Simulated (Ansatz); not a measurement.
**K2SbAs6: a trial structure relaxed**

Where does this trial cell of K2SbAs6 go when cell and atoms are let free?

Computed with Ansatz 0.2.0 (DFT PBE, scalar-relativistic, plane waves, PAW, unless a step's input says otherwise).

## (1) The system as given

It takes space group Fm-3m (No. 225, cubic). Conventional cell: a = 9.571 Å, b = 9.571 Å, c = 9.571 Å, α = 90.00°, β = 90.00°, γ = 90.00°. K (site symmetry -43m) is surrounded by 12 As at 3.41 Å. Sb (site symmetry m-3m) is surrounded by 6 As at 1.96 Å. Around As (site symmetry 4mm) lie 1 Sb at 1.96 Å.

As a file:

```
CELL_PARAMETERS angstrom
0.00000 4.78564 4.78564
4.78564 0.00000 4.78564
4.78564 4.78564 0.00000
ATOMIC_POSITIONS crystal
K 0.25000 0.25000 0.25000
K 0.75000 0.75000 0.75000
Sb 0.00000 0.00000 0.00000
As 0.79500 0.20500 0.20500
As 0.20500 0.79500 0.20500
As 0.20500 0.79500 0.79500
As 0.79500 0.20500 0.79500
As 0.20500 0.20500 0.79500
As 0.79500 0.79500 0.20500
```

Recipe of the guess: species swapped into a database cell of Rb2MnF6 (Fm-3m, No. 225), with K on the Rb sites, Sb on the Mn sites and As on the F sites. The dimensions are guesses.

## (2) A first look at the guess

File input.yaml:

```yaml
crystal:
  lattice:
    - [0.0, 4.78564041, 4.78564041]
    - [4.78564041, 0.0, 4.78564041]
    - [4.78564041, 4.78564041, 0.0]
  atoms:
    - { symbol: K, position: [0.25, 0.25, 0.25] }
    - { symbol: K, position: [0.75, 0.75, 0.75] }
    - { symbol: Sb, position: [0.0, 0.0, 0.0] }
    - { symbol: As, position: [0.795, 0.205, 0.205] }
    - { symbol: As, position: [0.205, 0.795, 0.205] }
    - { symbol: As, position: [0.205, 0.795, 0.795] }
    - { symbol: As, position: [0.795, 0.205, 0.795] }
    - { symbol: As, position: [0.205, 0.205, 0.795] }
    - { symbol: As, position: [0.795, 0.795, 0.205] }
basis:
  ecutwfc: 420
kpoints:
  mp_grid: { grid: [4, 4, 4] }
hamiltonian:
  xc: pbe
scf:
  occupations: { method: gaussian, width: 0.1 }
  lower_state_search: "off"
output:
  forces: true
  stress: true
  eigenvalues: true
```

Started as:

```console
> ansatz run input.yaml --threads 1 --pin off --max-ram 2048MiB --backend cpu --events-out ev --progress --plain --runs-dir out
```

Further runs follow: rough relaxation on the coarse mesh; relaxation on the finer mesh.

Q: Predict the outcome of this session. Wanted: conventional cell; volume; energy over the elements; gap on the mesh.

The runs gave:

| quantity | value |
| --- | --- |
| symmetry at the end (tolerance 0.05 Å) | space group Fm-3m (No. 225) |
| conventional cell | a = 9.917 Å, b = 9.917 Å, c = 9.917 Å, α = 90.00°, β = 90.00°, γ = 90.00° |
| volume | 27.09 Å³/atom |
| energy over the elements | +0.08 eV/atom |
| gap on the mesh | none (metal) |

In words: The space group Fm-3m (No. 225) is kept, and the volume per atom grows by 11.2 % from the first guess. The formation energy is positive, so the separate elements lie lower. No finished test with a distortion of lower symmetry is shown, so the end may be a saddle point. Spin-orbit coupling is left out for Sb. Where forces pass 15 eV/Å atoms stand far too close, the PAW spheres overlap strongly and those numbers are rough.
